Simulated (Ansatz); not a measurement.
# Al5Ni: the cost of one run

Method: DFT PBE, scalar-relativistic, plane waves, PAW, in Ansatz 0.2.0.

**1. The structure to begin with**

Symmetry: Cmmm, No. 65, orthorhombic system. Conventional cell: a = 4.364 Å, b = 9.257 Å, c = 4.364 Å, α = 90.00°, β = 90.00°, γ = 90.00°. Al (site symmetry m2m) has 6 Al at 2.67 Å and 2 Ni at 2.67 Å as nearest neighbours. Around Al (site symmetry mmm) lie 8 Al at 2.67 Å. Ni (site symmetry mmm) has 8 Al at 2.67 Å as nearest neighbours.

As a file:

```cif
data_structure
_symmetry_space_group_name_H-M 'Cmmm'
_symmetry_Int_Tables_number 65
_cell_length_a 4.3640
_cell_length_b 9.2574
_cell_length_c 4.3640
_cell_angle_alpha 90.000
_cell_angle_beta 90.000
_cell_angle_gamma 90.000
_cell_volume 176.30
loop_
_atom_site_label
_atom_site_type_symbol
_atom_site_symmetry_multiplicity
_atom_site_Wyckoff_symbol
_atom_site_fract_x
_atom_site_fract_y
_atom_site_fract_z
_atom_site_occupancy
Al1 Al 4 i 0.50000 0.66667 0.00000 1
Al2 Al 4 j 0.00000 0.66667 0.50000 1
Al3 Al 2 b 0.50000 0.00000 0.00000 1
Ni1 Ni 2 d 0.00000 0.00000 0.50000 1
```

The start is an ordering of an alloy on its end members' structure types: elements ordered on the sites of the Fe type, Ni/Al on Fe (Cmmm, No. 65).

**2. A first look at the guess**

Contents of input.yaml:

```yaml
crystal:
  lattice:
    - [2.18198525, -4.6286897, 0.0]
    - [2.18198525, 4.6286897, 0.0]
    - [0.0, 0.0, 4.3639705]
  atoms:
    - { symbol: Al, position: [0.83333333, 0.16666667, 0.0] }
    - { symbol: Al, position: [0.16666667, 0.83333333, 0.0] }
    - { symbol: Al, position: [0.33333333, 0.66666667, 0.5] }
    - { symbol: Al, position: [0.5, 0.5, 0.0] }
    - { symbol: Al, position: [0.66666667, 0.33333333, 0.5] }
    - { symbol: Ni, position: [0.0, 0.0, 0.5], spin: 2.0 }
basis:
  ecutwfc: 420
kpoints:
  mp_grid: { grid: [4, 4, 4] }
hamiltonian:
  xc: pbe
scf:
  occupations: { method: gaussian, width: 0.1 }
  lower_state_search: "off"
output:
  forces: true
  stress: true
  eigenvalues: true
  populations: true
magnetization:
  spin_polarized: true
```

Started as:

```sh
$ ansatz run input.yaml --threads 1 --pin off --max-ram 2560MiB --backend cpu --events-out ev --progress --plain --runs-dir out
```

What time and memory should one allow on 1 thread of Intel Xeon at 2.50GHz (Skylake/Cascade Lake), shared host?

About 25 s, with a peak of 0.41 GiB.
